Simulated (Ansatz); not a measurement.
# CH3ClOSSi: rigid torsion scan from a Python script

The task is a rigid torsion scan, for CH3ClOSSi. SMILES: S[Si]1(Cl)CO1.

Program: Ansatz 0.2.0, driven from Python. Level of theory: PBE+D3(BJ)/cc-pVDZ. These are calculated values, not measurements.

## (1) The system

Bond lengths: S1–Si2 2.047 Å, Si2–Cl3 1.992 Å, Si2–C4 1.799 Å, Si2–O5 1.676 Å, C4–O5 1.383 Å, S1–H6 1.384 Å, C4–H7 1.057 Å, C4–H8 1.114 Å. Angles: S1–Si2–Cl3 115.8°, S1–Si2–C4 123.5°, S1–Si2–O5 106.1°, Cl3–Si2–C4 118.3°, Cl3–Si2–O5 103.1°, C4–Si2–O5 46.7°, Si2–S1–H6 97.6°, Si2–C4–O5 61.9°, Si2–C4–H7 120.1°, Si2–C4–H8 114.3°, O5–C4–H7 122.5°, O5–C4–H8 114.9°, H7–C4–H8 113.6°, Si2–O5–C4 71.3°.

The script holds or builds the structure itself.

## (2) The script

Input file torsion_ch3clossi.py:

```python
"""Energy of CH3ClOSSi as one group turns about a bond."""

import ansatz
from ase import Atoms

BASIS_SET = "cc-pVDZ"
FUNCTIONAL = "PBE"
DISPERSION = "d3bj"
FMAX = 0.02

atoms = Atoms(["S", "Si", "Cl", "C", "O", "H", "H", "H"], positions=[
    (-1.0691, 1.3367, 1.3987),
    (0.2685, -0.0095, 0.6317),
    (2.1722, 0.275, 1.143),
    (-0.0872, -1.0715, -0.7761),
    (0.279, 0.2388, -1.0255),
    (-0.8459, 2.3554, 0.4892),
    (0.5444, -1.8899, -0.9952),
    (-1.1698, -1.292, -0.9216),
])

# start the scan from a relaxed geometry
first = ansatz.Crystal.molecule_from_ase(atoms).calculation()
first = first.basis(gaussian=BASIS_SET)
first = first.functional(FUNCTIONAL, dispersion=DISPERSION)
first = first.relax(force_tolerance=FMAX, max_steps=80)
atoms.positions = first.run(threads=1).report["positions_ang"]

start = atoms.get_dihedral(2, 1, 0, 5)
energies = {}
for turn in range(0, 360, 40):
    turned = atoms.copy()
    turned.set_dihedral(2, 1, 0, 5, start + turn, indices=[0, 5])
    model = (
        ansatz.Crystal.molecule_from_ase(turned).calculation()
        .basis(gaussian=BASIS_SET)
        .functional(FUNCTIONAL, dispersion=DISPERSION)
    )
    energies[round((start + turn) % 360)] = model.run(threads=1).report["free_energy_ev"]
floor = min(energies.values())
print("dihedral Cl2-Si1-S0-H5 (deg)   E - E(min) (kcal/mol)")
for angle, e in sorted(energies.items()):
    print(f"{angle:8d} {23.060548 * (e - floor):14.3f}  " + "#" * int(30 * (e - floor) / max(max(energies.values()) - floor, 1e-9)))
```

## (3) What the engine is handed

The package turns the script's settings into the engine's input (first run):

```yaml
crystal:
  periodic: [false, false, false]
  atoms:
    - { symbol: S, position_ang: [-1.0691, 1.3367, 1.3987] }
    - { symbol: Si, position_ang: [0.2685, -0.0095, 0.6317] }
    - { symbol: Cl, position_ang: [2.1722, 0.275, 1.143] }
    - { symbol: C, position_ang: [-0.0872, -1.0715, -0.7761] }
    - { symbol: O, position_ang: [0.279, 0.2388, -1.0255] }
    - { symbol: H, position_ang: [-0.8459, 2.3554, 0.4892] }
    - { symbol: H, position_ang: [0.5444, -1.8899, -0.9952] }
    - { symbol: H, position_ang: [-1.1698, -1.292, -0.9216] }
basis:
  gaussian:
    orbitals: cc-pVDZ
hamiltonian:
  xc: pbe
  dispersion: d3bj
relax:
  f_tol: 0.02
  max_steps: 80
```

## (4) Launch

On the command line:

```
$ python torsion_ch3clossi.py
```

Q: Predict the main results. Wanted: range of energy; lowest point, turn.

**Answer**, as computed:

| quantity | value |
| --- | --- |
| runs compared | 9 |
| range of energy | 0.080 eV |
| lowest point, turn (°) | 0 |

The lowest point lies at a turn of 0°, the highest 0.080 eV (7.7 kJ/mol) above it at 240°. The rest of the molecule is held rigid, so the true barrier is lower. Run 0: After 17 moves the largest shift is 1.074 Å, of atom 6 (H). So large a move can change the bonding: the results belong to the relaxed structure. The scan is rigid, so its barriers lie above those of a relaxed path; they are electronic energies in a modest basis. With rigid groups the curve can differ much from the relaxed barrier, and equivalent turns needn't return to the same energy.
